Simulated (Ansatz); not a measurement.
# CH7GeN (built from SMILES C[NH][GeH3]): a barrier at many levels of theory

Aim: the barrier and energy of one elementary step (H2–H5 formed, Ge1–H2 broken, N3–H5 broken) from LDA up to coupled cluster, on fixed structures, to see where each rung fails.

Method: single points in def2-TZVPP on PBE0-D4/def2-TZVP structures; program: Ansatz 0.2.0, Gaussian basis.

Levels: SPW92, PBE-D4, BLYP-D4, r2SCAN-D4, B97M-V, PBE0-D4, B3LYP-D4, r2SCAN0-D4, BHLYP-D4, CAM-B3LYP-D4, wB97X-V, wB97M-V, B2PLYP, PBE-QIDH, RPA on PBE, Hartree-Fock, MP2, CCSD, CCSD(T). The reference is CCSD(T) at the basis limit, from triple and quadruple zeta. Zero-point energies come from PBE0-D4 vibrations.

Cores are frozen in the correlated methods. Filled d shells of the heavier atoms are correlated. B3LYP uses VWN-RPA correlation. B2PLYP carries no dispersion term here.

12 further runs of the same task are left out: 12 set aside as unsound or not needed.

## 1. The three structures

Charge 0, multiplicity 1. The folders r, ts and p hold the start, the saddle and the end; their coordinates stand in the first inputs.

| pair | r (Å) | ts (Å) | p (Å) |
| --- | --- | --- | --- |
| H2–H5 | 2.875 | 0.951 | 0.750 |
| Ge1–H2 | 1.536 | 2.018 | 4.253 |
| N3–H5 | 1.010 | 1.417 | 2.571 |

## 2. wB97M-V/def2-TZVPP

r/in.yaml reads:

```yaml
crystal:
  periodic: [false, false, false]
  atoms:
    - {symbol: Ge, position_ang: [0.444426, 1.362571, -0.021711]}
    - {symbol: H, position_ang: [1.837807, 1.935644, -0.319595]}
    - {symbol: N, position_ang: [0.596774, -0.469548, -0.034336]}
    - {symbol: C, position_ang: [-0.606975, -1.254593, 0.160075]}
    - {symbol: H, position_ang: [1.141203, -0.809767, -0.814347]}
    - {symbol: H, position_ang: [-0.040329, 1.764058, 1.380985]}
    - {symbol: H, position_ang: [-0.571050, 1.899271, -1.061767]}
    - {symbol: H, position_ang: [-1.342688, -1.179473, -0.654695]}
    - {symbol: H, position_ang: [-1.105607, -0.936852, 1.080230]}
    - {symbol: H, position_ang: [-0.353359, -2.311312, 0.285161]}
basis:
  gaussian: {orbitals: def2-TZVPP}
hamiltonian: {xc: {name: wB97M-V}}
```

ts/in.yaml reads:

```yaml
crystal:
  periodic: [false, false, false]
  atoms:
    - {symbol: Ge, position_ang: [0.167173, 1.349517, 0.118420]}
    - {symbol: H, position_ang: [1.843363, 0.983685, -0.944481]}
    - {symbol: N, position_ang: [0.347681, -0.387987, -0.125893]}
    - {symbol: C, position_ang: [-0.623851, -1.387474, 0.239710]}
    - {symbol: H, position_ang: [1.394678, 0.145524, -0.917847]}
    - {symbol: H, position_ang: [-0.514838, 1.767144, 1.455524]}
    - {symbol: H, position_ang: [0.060500, 2.535576, -0.857715]}
    - {symbol: H, position_ang: [-1.297101, -1.640828, -0.588496]}
    - {symbol: H, position_ang: [-1.261203, -1.057655, 1.074175]}
    - {symbol: H, position_ang: [-0.116202, -2.307504, 0.546602]}
basis:
  gaussian: {orbitals: def2-TZVPP}
hamiltonian: {xc: {name: wB97M-V}}
```

p/in.yaml reads:

```yaml
crystal:
  periodic: [false, false, false]
  atoms:
    - {symbol: Ge, position_ang: [-0.460312, 1.468708, 0.560043]}
    - {symbol: H, position_ang: [2.629501, 0.232122, -2.088189]}
    - {symbol: N, position_ang: [0.039696, -0.044890, -0.030076]}
    - {symbol: C, position_ang: [-0.613256, -1.275784, 0.329722]}
    - {symbol: H, position_ang: [2.046176, 0.124446, -1.628522]}
    - {symbol: H, position_ang: [-1.637640, 1.719318, 1.525557]}
    - {symbol: H, position_ang: [0.312575, 2.701586, 0.104981]}
    - {symbol: H, position_ang: [-0.965421, -1.779083, -0.578992]}
    - {symbol: H, position_ang: [-1.468186, -1.192940, 1.017039]}
    - {symbol: H, position_ang: [0.117066, -1.953486, 0.788439]}
basis:
  gaussian: {orbitals: def2-TZVPP}
hamiltonian: {xc: {name: wB97M-V}}
```

No record of the launch command was kept for these runs.

After this run come: CCSD(T)/def2-TZVPP; MP2/def2-QZVPP; Vibrations of the start structure; Vibrations of the end structure.

Before running it: what results should come out? Wanted: barrier, CCSD(T)/CBS; reverse barrier, CCSD(T)/CBS; step energy, CCSD(T)/CBS; barrier with zero-point energy; step energy with zero-point energy; imaginary mode at the saddle; largest T1 diagnostic.

The runs gave:

```
                          quantity          value
              barrier, CCSD(T)/CBS   378.9 kJ/mol
      reverse barrier, CCSD(T)/CBS   155.7 kJ/mol
          step energy, CCSD(T)/CBS  +223.2 kJ/mol
    barrier with zero-point energy   356.9 kJ/mol
step energy with zero-point energy  +200.2 kJ/mol
      imaginary mode at the saddle     1515i cm⁻¹
             largest T1 diagnostic          0.022
```

Among the functionals wB97M-V lands nearest to CCSD(T)/CBS (+7.5 kJ/mol) and SPW92 farthest (-53.4 kJ/mol). By rung, the mean size of the error is: LDA 53.4, GGA 49.5, meta-GGA 15.9, hybrid 15.8, range-separated hybrid 11.4, double hybrid 9.6 kJ/mol. PBE-D4 gives a barrier 50.1 kJ/mol too low, outside chemical accuracy (1 kcal/mol, 4.2 kJ/mol). Every functional without exact exchange puts the barrier too low, the usual mark of self-interaction error, which favours the spread-out density of a saddle. The barrier rises with the share of exact exchange, from BLYP-D4 through B3LYP-D4 to BHLYP-D4 (-48.9, -14.3, +31.2 kJ/mol). Hartree-Fock, with no correlation, is off by +91.8 kJ/mol. Zero-point motion lowers the barrier by 22.0 kJ/mol. The restricted Hartree–Fock reference is unstable towards an unrestricted one at one or more of these structures.
